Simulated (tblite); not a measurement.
# AsF3N2: the cost of one run

Computed with tblite 0.8.0 and PySCF 2.14.0; each step states its level. No surroundings beyond the atoms listed, unless a continuum is named. Atoms count from 0, parts from 1.

## Step 1: Starting point

6 atoms, charge 0, multiplicity 1; geometry: rigid parts in contact. Parts: 1 = atoms 0–3, `F[As](F)F`, charge 0; 2 = atoms 4–5, `N#N`, charge 0.

## Step 2: Bringing the parts together with GFN2-xTB

What the job is given:

```
{"job": {"kind": "dock", "xc": "GFN2-xTB", "basis": "xTB"}, "charge": 0, "multiplicity": 1, "parts": [{"atoms": "0-3", "charge": 0, "multiplicity": 1}, {"atoms": "4-5", "charge": 0, "multiplicity": 1}]}
F     -0.755939    -1.227228    -0.220082
As     0.006447     0.005267     0.707181
F      1.435878    -0.041673    -0.248500
F     -0.686387     1.263635    -0.238599
N      2.572610     0.675183     2.163395
N      2.829085     1.741598     2.218712
```

With the program's defaults for keys left out, this is: GFN2-xTB search for minima from random contacts, gas phase.

Launch:

```
$ OMP_NUM_THREADS=1 python cluster_run.py task.json out
```

One launch serves the whole session: the jobs run in the order shown.

**Question.** How long does this first job take on 1 thread of Arm Neoverse V1, shared host?

About 9.4 s.
